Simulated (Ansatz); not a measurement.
# C4H10AlFO: one species, many methods

An exercise on one series of results from a longer session: the logs are not shown, and one member is left open.

Method: functionals in def2-TZVPP, the program's frozen cores in correlated methods; program: Ansatz 0.2.0, Gaussian basis.

Plan: LDA (SPW92), PBE-D4, revPBE-D4, BLYP-D4, r2SCAN-D4, B97M-V, PBE0-D4, B3LYP-D4, r2SCANh-D4, r2SCAN0-D4, HSE06-D4, BHLYP-D4, CAM-B3LYP-D4, LC-ωPBE, ωB97X-V, ωB97M-V, B2PLYP, PBE-QIDH; CCSD(T)/def2-SVP; CCSD(T)/def2-TZVPP; MP2/def2-QZVPP; extrapolation to the limit; RPA on PBE.

### The relaxed structure

The geometry comes from an earlier relaxation with PBE0-D4 in a triple-zeta def2 set; it is a stationary point, not always the lowest conformer.

SMILES `CC(C)[O][Al]([CH3])[F]`, 17 atoms, charge 0, spin multiplicity 1.

Atoms are counted from 1 here; the program's logs count them from 0.

Bond lengths: C1–C2 1.515 Å, C1–H8 1.093 Å, C1–H9 1.093 Å, C1–H10 1.091 Å, C2–C3 1.517 Å, C2–O4 1.409 Å, C2–H11 1.099 Å, C3–H12 1.094 Å, C3–H13 1.093 Å, C3–H14 1.093 Å, O4–Al5 1.677 Å, Al5–C6 1.930 Å, Al5–F7 1.655 Å, C6–H15 1.093 Å, C6–H16 1.094 Å, C6–H17 1.092 Å. Angles: C2–C1–H8 110.1°, C2–C1–H9 110.9°, C2–C1–H10 110.5°, H8–C1–H9 108.5°, H8–C1–H10 108.2°, H9–C1–H10 108.6°, C1–C2–C3 112.1°, C1–C2–O4 108.5°, C1–C2–H11 108.4°, C3–C2–O4 110.9°, C3–C2–H11 108.4°, O4–C2–H11 108.5°, C2–C3–H12 110.1°, C2–C3–H13 110.8°, C2–C3–H14 110.9°, H12–C3–H13 108.7°, H12–C3–H14 108.1°, H13–C3–H14 108.1° and more.

The first run:

Contents of in.yaml:

```yaml
crystal:
  periodic: [false, false, false]
  atoms:
    - {symbol: C, position_ang: [1.010931, -2.029515, -0.615548]}
    - {symbol: C, position_ang: [1.050328, -0.524488, -0.447040]}
    - {symbol: C, position_ang: [0.952700, 0.200485, -1.776212]}
    - {symbol: O, position_ang: [0.000553, -0.142691, 0.412056]}
    - {symbol: Al, position_ang: [-0.720065, 1.265951, 0.968540]}
    - {symbol: C, position_ang: [-2.258631, 1.211470, 2.133179]}
    - {symbol: F, position_ang: [-0.085053, 2.723921, 0.509301]}
    - {symbol: H, position_ang: [0.074762, -2.329887, -1.093602]}
    - {symbol: H, position_ang: [1.842724, -2.374075, -1.234640]}
    - {symbol: H, position_ang: [1.072667, -2.523759, 0.355576]}
    - {symbol: H, position_ang: [2.004302, -0.252321, 0.026807]}
    - {symbol: H, position_ang: [0.012355, -0.053936, -2.274296]}
    - {symbol: H, position_ang: [0.990786, 1.282982, -1.632181]}
    - {symbol: H, position_ang: [1.775370, -0.083646, -2.436908]}
    - {symbol: H, position_ang: [-2.084090, 1.793329, 3.042205]}
    - {symbol: H, position_ang: [-3.133023, 1.648045, 1.642008]}
    - {symbol: H, position_ang: [-2.506627, 0.188143, 2.420755]}
basis:
  gaussian: {orbitals: def2-TZVPP}
hamiltonian: {xc: lda}
output: {orbitals: {seedname: orbitals}}
```

Among the steps run: LDA; PBE-D4 (GGA); revPBE-D4 (GGA); BLYP-D4 (GGA); r2SCAN-D4 (meta-GGA); B97M-V (meta-GGA); PBE0-D4 (hybrid); B3LYP-D4 (hybrid); r2SCANh-D4 (hybrid); r2SCAN0-D4 (hybrid); HSE06-D4 (hybrid); BHLYP-D4 (hybrid); CAM-B3LYP-D4 (range-separated); LC-ωPBE (range-separated); ωB97X-V (range-separated); ωB97M-V (range-separated); B2PLYP (double hybrid); PBE-QIDH (double hybrid).

One table of the session follows, with a row left open; its other results are not shown here.

It belongs to the step «Orbital energies across the functionals». 

| functional | HOMO (eV) | gap (eV) |
| --- | --- | --- |
| LDA (SPW92) | -6.76 | 5.60 |
| PBE-D4 | -6.60 | 5.67 |
| revPBE-D4 | -6.53 | 5.72 |
| BLYP-D4 | ? | ? |
| r2SCAN-D4 | -6.90 | 6.46 |
| B97M-V | -7.01 | 6.18 |
| PBE0-D4 | -8.08 | 7.96 |
| B3LYP-D4 | -7.87 | 7.44 |
| r2SCANh-D4 | -7.46 | 7.27 |
| r2SCAN0-D4 | -8.30 | 8.48 |
| HSE06-D4 | -7.67 | 7.19 |
| BHLYP-D4 | -9.54 | 10.07 |
| CAM-B3LYP-D4 | -9.56 | 10.24 |
| LC-ωPBE | -10.89 | 12.84 |
| ωB97X-V | -10.57 | 12.28 |
| ωB97M-V | -10.49 | 11.80 |

Estimate the missing values for BLYP-D4.

Worked estimate for «HOMO (eV)». Against the share of exact exchange, B3LYP-D4 (0.2, -7.87), BHLYP-D4 (0.5, -9.54) give a slope of -5.57 per unit share; at 0 the line stands at -6.76.

As computed: HOMO (eV): -6.53; gap (eV): 5.62. In «HOMO (eV)» the line misses by -0.23.
